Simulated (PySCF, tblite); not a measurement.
# C5H10ClFO: a rotation path, then NMR shifts on frames, part 2 of 2

tblite 0.8.0 and PySCF 2.14.0. Atoms count from 0. The steps go on from the part before.

### Step 5. Nuclear shieldings: image 4, PBE0/pcSseg-1

Job settings and geometry (Å):

```
{"job": {"kind": "nmr", "xc": "PBE0", "basis": "pcSseg-1", "pop": false}, "charge": 0, "multiplicity": 1}
C      1.986900    -0.873600    -0.053700
O      0.929900    -0.347800    -0.831300
C     -0.239000     0.103700    -0.167400
C     -0.766500    -0.885100     0.877700
C     -0.042200     1.512900     0.471500
F      1.277600     1.873200     0.520900
C     -1.244900     0.220400    -1.324800
Cl    -2.787000     0.911000    -0.792600
H      2.764500    -1.114400    -0.777100
H      1.693200    -1.787800     0.470400
H      2.376800    -0.150300     0.665500
H     -1.756300    -0.569600     1.197700
H     -0.841300    -1.880900     0.443300
H     -0.115100    -0.924200     1.746300
H     -0.410500     1.532600     1.500800
H     -0.547900     2.285500    -0.114400
H     -0.835600     0.864600    -2.102600
H     -1.451500    -0.764000    -1.741600
```

With the program's defaults for keys left out, this is: GIAO PBE0/pcSseg-1 NMR shielding, non-relativistic, gas phase.

What it wrote:

```text
coarse grid: 15432 points
cycle   1  E = -831.0158158693  dE =  8.369e-01  |g| = 6.905e-01  |ddm| = 3.558e+00
cycle   2  E = -830.9342612058  dE =  8.155e-02  |g| = 9.955e-01  |ddm| = 1.377e+00
cycle   3  E = -831.1008150332  dE = -1.666e-01  |g| = 9.529e-02  |ddm| = 9.046e-01
cycle   4  E = -831.1024425847  dE = -1.628e-03  |g| = 3.548e-02  |ddm| = 1.003e-01
cycle   5  E = -831.1026994577  dE = -2.569e-04  |g| = 8.657e-03  |ddm| = 3.353e-02
cycle   6  E = -831.1027121307  dE = -1.267e-05  |g| = 3.083e-03  |ddm| = 8.821e-03
cycle   7  E = -831.1027137072  dE = -1.576e-06  |g| = 6.803e-04  |ddm| = 2.648e-03
final grid: 144320 points
cycle   8  E = -831.1688291019  dE = -5.931e-05  |g| = 1.237e-02  |ddm| = 3.327e-02
cycle   9  E = -831.1688014613  dE =  2.764e-05  |g| = 1.750e-02  |ddm| = 2.080e-02
cycle  10  E = -831.1688592151  dE = -5.775e-05  |g| = 1.724e-03  |ddm| = 1.289e-02
cycle  11  E = -831.1688597608  dE = -5.457e-07  |g| = 3.246e-04  |ddm| = 1.786e-03
cycle  12  E = -831.1688597816  dE = -2.080e-08  |g| = 9.034e-05  |ddm| = 3.881e-04
cycle  13  E = -831.1688597831  dE = -1.529e-09  |g| = 3.795e-05  |ddm| = 1.286e-04
cycle  14  E = -831.1688597834  dE = -2.965e-10  |g| = 6.361e-06  |ddm| = 3.686e-05
converged SCF energy = -831.1688597834

GIAO shielding tensors (ppm)
atom      isotropic    diamagn.    paramagn.     s11        s22        s33       span
  0 C      130.834     244.653    -113.820    100.370    108.694    183.437     83.067
  1 O      288.676     396.973    -108.297    244.465    285.286    336.276     91.811
  2 C      110.738     242.385    -131.647     86.052     93.841    152.320     66.268
  3 C      164.212     249.534     -85.322    137.539    167.355    187.744     50.205
  4 C       93.782     241.396    -147.614     60.789     81.569    138.988     78.199
  5 F      431.368     471.804     -40.436    385.449    423.443    485.213     99.765
  6 C      128.332     246.659    -118.327    103.998    131.115    149.882     45.884
  7 Cl     904.384    1146.745    -242.361    774.647    856.399   1082.104    307.457
  8 H       27.939      28.651      -0.712     23.677     25.094     35.045     11.368
  9 H       28.148      30.118      -1.970     23.708     26.213     34.523     10.814
 10 H       27.820      29.950      -2.130     22.224     27.323     33.911     11.687
 11 H       29.833      30.275      -0.442     24.858     31.003     33.638      8.780
 12 H       30.826      30.972      -0.146     27.172     27.829     37.477     10.305
 13 H       30.053      31.366      -1.313     26.309     28.422     35.429      9.120
 14 H       27.177      29.437      -2.260     23.036     28.863     29.632      6.596
 15 H       26.694      29.109      -2.416     20.252     27.712     32.117     11.865
 16 H       28.160      30.061      -1.901     22.500     29.004     32.975     10.475
 17 H       28.458      29.976      -1.518     23.087     28.782     33.506     10.420
```

Run time: 79 s. Hardware: 1 thread, shared host.

Key values: δ C4 93.1, C2 76.2, C6 58.6, C0 56.1, H15 5.02, H14 4.54 ppm.

### Step 6. Nuclear shieldings: image 6, PBE0/pcSseg-1

Job settings and geometry (Å):

```
{"job": {"kind": "nmr", "xc": "PBE0", "basis": "pcSseg-1", "pop": false}, "charge": 0, "multiplicity": 1}
C      1.973200    -0.845500     0.017900
O      0.903700    -0.442200    -0.808100
C     -0.253800     0.076700    -0.175400
C     -0.847300    -0.886100     0.858300
C      0.023300     1.451700     0.490100
F      1.136000     2.042200    -0.048300
C     -1.211000     0.248200    -1.366000
Cl    -2.781500     0.909900    -0.885600
H      2.781900    -1.087800    -0.669700
H      1.718800    -1.736500     0.600600
H      2.301100    -0.049800     0.691400
H     -1.828700    -0.535000     1.163900
H     -0.944600    -1.877400     0.419700
H     -0.213300    -0.952100     1.738800
H      0.204300     1.349600     1.563900
H     -0.811200     2.138200     0.322800
H     -0.767800     0.923100    -2.097300
H     -1.392000    -0.720900    -1.828600
```

With the program's defaults for keys left out, this is: GIAO PBE0/pcSseg-1 NMR shielding, non-relativistic, gas phase.

What it wrote:

```text
coarse grid: 15432 points
cycle   1  E = -831.0186596765  dE =  8.449e-01  |g| = 6.935e-01  |ddm| = 3.563e+00
cycle   2  E = -830.9364163521  dE =  8.224e-02  |g| = 1.001e+00  |ddm| = 1.407e+00
cycle   3  E = -831.1044603689  dE = -1.680e-01  |g| = 9.534e-02  |ddm| = 9.250e-01
cycle   4  E = -831.1060884139  dE = -1.628e-03  |g| = 3.560e-02  |ddm| = 1.001e-01
cycle   5  E = -831.1063493867  dE = -2.610e-04  |g| = 8.288e-03  |ddm| = 3.299e-02
cycle   6  E = -831.1063611297  dE = -1.174e-05  |g| = 2.985e-03  |ddm| = 8.405e-03
cycle   7  E = -831.1063626395  dE = -1.510e-06  |g| = 6.747e-04  |ddm| = 2.653e-03
final grid: 144320 points
cycle   8  E = -831.1725996166  dE = -5.662e-05  |g| = 1.240e-02  |ddm| = 3.364e-02
cycle   9  E = -831.1725721074  dE =  2.751e-05  |g| = 1.749e-02  |ddm| = 2.087e-02
cycle  10  E = -831.1726298390  dE = -5.773e-05  |g| = 1.724e-03  |ddm| = 1.288e-02
cycle  11  E = -831.1726303830  dE = -5.440e-07  |g| = 3.187e-04  |ddm| = 1.801e-03
cycle  12  E = -831.1726304029  dE = -1.995e-08  |g| = 9.061e-05  |ddm| = 3.906e-04
cycle  13  E = -831.1726304045  dE = -1.557e-09  |g| = 3.751e-05  |ddm| = 1.293e-04
cycle  14  E = -831.1726304048  dE = -2.922e-10  |g| = 6.179e-06  |ddm| = 3.632e-05
converged SCF energy = -831.1726304048

GIAO shielding tensors (ppm)
atom      isotropic    diamagn.    paramagn.     s11        s22        s33       span
  0 C      132.509     245.027    -112.519    104.223    110.380    182.924     78.701
  1 O      288.695     397.127    -108.431    249.207    282.785    334.094     84.887
  2 C      108.687     242.291    -133.604     83.690     92.697    149.676     65.986
  3 C      166.149     249.564     -83.416    138.850    169.027    190.569     51.720
  4 C      101.601     242.951    -141.350     63.776     83.903    157.126     93.350
  5 F      433.856     472.329     -38.473    392.099    422.657    486.813     94.714
  6 C      131.975     246.151    -114.176    101.213    135.112    159.601     58.389
  7 Cl     898.006    1146.732    -248.726    757.888    855.993   1080.138    322.250
  8 H       27.924      28.671      -0.747     23.594     25.024     35.155     11.560
  9 H       28.177      30.101      -1.924     23.561     26.276     34.693     11.132
 10 H       28.214      30.082      -1.869     23.235     26.690     34.716     11.481
 11 H       30.071      30.184      -0.113     24.820     31.228     34.163      9.342
 12 H       30.888      30.831       0.056     26.965     28.054     37.644     10.679
 13 H       30.507      31.461      -0.954     26.452     28.896     36.174      9.721
 14 H       27.349      30.067      -2.717     23.108     29.093     29.846      6.738
 15 H       26.463      29.256      -2.792     21.387     27.105     30.898      9.511
 16 H       28.031      29.710      -1.680     22.393     28.756     32.943     10.550
 17 H       28.467      29.857      -1.390     22.684     29.011     33.706     11.022
```

It took 77 s on 1 thread, shared host.

Key values: δ C4 85.3, C2 78.2, C6 54.9, C0 54.4, H15 5.25, H14 4.37 ppm.

### Step 7. Shielding tensors: image 8, PBE0/pcSseg-1

Job settings and geometry (Å):

```
{"job": {"kind": "nmr", "xc": "PBE0", "basis": "pcSseg-1", "pop": false}, "charge": 0, "multiplicity": 1}
C      2.020400    -0.751300     0.045200
O      0.862500    -0.617400    -0.748900
C     -0.271300     0.010300    -0.165900
C     -0.981500    -0.920000     0.824800
C      0.064700     1.334000     0.541600
F      0.779200     2.165900    -0.281200
C     -1.149900     0.288400    -1.395700
Cl    -2.723900     0.974100    -0.966700
H      2.689500    -1.383300    -0.535700
H      1.812100    -1.237300     1.003000
H      2.508100     0.212400     0.218600
H     -1.941000    -0.500700     1.112400
H     -1.141500    -1.886000     0.352300
H     -0.381800    -1.062300     1.720200
H      0.671600     1.169700     1.436800
H     -0.858400     1.856500     0.808000
H     -0.643100     0.997600    -2.050000
H     -1.324500    -0.644200    -1.930300
```

Level: GIAO PBE0/pcSseg-1 NMR shielding, non-relativistic, gas phase.

What it wrote:

```text
coarse grid: 15432 points
cycle   1  E = -831.0247487316  dE =  8.450e-01  |g| = 6.945e-01  |ddm| = 3.570e+00
cycle   2  E = -830.9432078458  dE =  8.154e-02  |g| = 9.994e-01  |ddm| = 1.395e+00
cycle   3  E = -831.1108111039  dE = -1.676e-01  |g| = 9.509e-02  |ddm| = 9.106e-01
cycle   4  E = -831.1124198773  dE = -1.609e-03  |g| = 3.584e-02  |ddm| = 1.001e-01
cycle   5  E = -831.1126848581  dE = -2.650e-04  |g| = 8.029e-03  |ddm| = 3.242e-02
cycle   6  E = -831.1126957815  dE = -1.092e-05  |g| = 2.963e-03  |ddm| = 8.238e-03
cycle   7  E = -831.1126972806  dE = -1.499e-06  |g| = 6.694e-04  |ddm| = 2.722e-03
final grid: 144320 points
cycle   8  E = -831.1779503786  dE = -6.808e-05  |g| = 1.283e-02  |ddm| = 4.318e-02
cycle   9  E = -831.1779214308  dE =  2.895e-05  |g| = 1.806e-02  |ddm| = 2.156e-02
cycle  10  E = -831.1779829133  dE = -6.148e-05  |g| = 1.790e-03  |ddm| = 1.311e-02
cycle  11  E = -831.1779834996  dE = -5.864e-07  |g| = 3.299e-04  |ddm| = 1.858e-03
cycle  12  E = -831.1779835209  dE = -2.133e-08  |g| = 9.983e-05  |ddm| = 4.214e-04
cycle  13  E = -831.1779835228  dE = -1.864e-09  |g| = 4.122e-05  |ddm| = 1.414e-04
cycle  14  E = -831.1779835232  dE = -3.488e-10  |g| = 6.175e-06  |ddm| = 3.981e-05
converged SCF energy = -831.1779835232

GIAO shielding tensors (ppm)
atom      isotropic    diamagn.    paramagn.     s11        s22        s33       span
  0 C      133.971     245.207    -111.236    105.545    112.705    183.664     78.119
  1 O      293.780     397.552    -103.772    263.509    274.651    343.182     79.673
  2 C      105.811     242.095    -136.283     81.773     92.009    143.652     61.880
  3 C      171.109     248.679     -77.569    149.451    168.744    195.133     45.683
  4 C      104.492     244.681    -140.189     63.447     83.467    166.561    103.114
  5 F      435.592     472.993     -37.401    402.516    429.059    475.201     72.684
  6 C      135.145     246.272    -111.127    103.183    135.556    166.695     63.512
  7 Cl     899.969    1146.645    -246.677    759.692    863.542   1076.672    316.980
  8 H       27.968      28.662      -0.695     23.447     25.258     35.199     11.752
  9 H       28.314      30.449      -2.135     23.738     26.381     34.824     11.086
 10 H       28.098      29.758      -1.660     23.133     26.495     34.668     11.536
 11 H       30.290      30.131       0.159     24.682     31.200     34.989     10.308
 12 H       31.074      30.466       0.608     27.257     27.987     37.978     10.720
 13 H       30.599      31.066      -0.467     25.982     29.313     36.501     10.519
 14 H       27.115      30.731      -3.616     23.616     28.044     29.685      6.069
 15 H       26.765      29.596      -2.831     23.596     28.132     28.567      4.972
 16 H       27.801      29.614      -1.814     22.762     28.010     32.630      9.868
 17 H       28.522      29.953      -1.431     22.537     28.999     34.029     11.493
```

Wall time 88 s (1 thread, shared host).

This run: δ C4 82.4, C2 81.1, C0 53.0, C6 51.8, H15 4.95, H14 4.60 ppm.

### Step 8. Run by run: NMR shifts

Shifts (ppm) of some atoms, chosen among heavy atoms and hydrogens apart, with basis size and wall time:

| frame | C4 | C3 | H14 | H13 | O1 | F5 | Cl7 | functions | time |
| --- | --- | --- | --- | --- | --- | --- | --- | --- | --- |
| image 0 | 93.2 | 15.0 | 5.16 | 2.08 | 58.7 | -258.4 | 61 | 193 | 74 s |
| image 2 | 97.1 | 18.4 | 4.94 | 1.97 | 47.5 | -266.8 | 45 | 193 | 82 s |
| image 4 | 93.1 | 22.7 | 4.54 | 1.66 | 47.4 | -260.4 | 45 | 193 | 79 s |
| image 6 | 85.3 | 20.8 | 4.37 | 1.21 | 47.4 | -262.9 | 52 | 193 | 77 s |
| image 8 | 82.4 | 15.8 | 4.60 | 1.12 | 42.3 | -264.6 | 50 | 193 | 88 s |

### Step 9. Results

This closing draws on all 2 parts.

| quantity | value |
| --- | --- |
| barrier | 0.175 eV (4.0 kcal/mol) at image 4 |
| end to end (GFN2-xTB) | 0.044 eV |
| ¹³C shifts against TMS (PBE0/pcSseg-1, image 0) | 93.2, 81.5, 56.0, 52.6, 15.0 ppm |
| ¹H shifts against TMS (PBE0/pcSseg-1, image 0) | 5.16, 4.79, 3.85, 3.69, 3.61, 3.28, 3.17, 2.08, 1.72, 0.67 ppm |
| ¹⁷O shifts against H2O (PBE0/pcSseg-1, image 0) | 58.7 ppm |
| ¹⁹F shifts against CFCl3 (PBE0/pcSseg-1, image 0) | -258.4 ppm |
| ³⁵Cl shifts against HCl (PBE0/pcSseg-1, image 0) | 61 ppm |
| range of the shift of O1 | 42.3 to 58.7 ppm |

**Reading.** Along the band the dihedral turns by 131°, and the top (dihedral -14°) lies 4.0 kcal/mol above the start (GFN2-xTB, rough), so at room temperature this motion is fast. Ends this close can change order at a higher level. The top was not checked by a frequency run. Shifts at one fixed geometry are not the observed spectrum, which averages over the motion. In the first frame run (image 0): The widest tensor belongs to Cl7: span 315 ppm, with a paramagnetic part of -258 ppm. Across the 5 runs the shift of O1 moves most, between 42.3 (image 8) and 58.7 ppm (image 0).
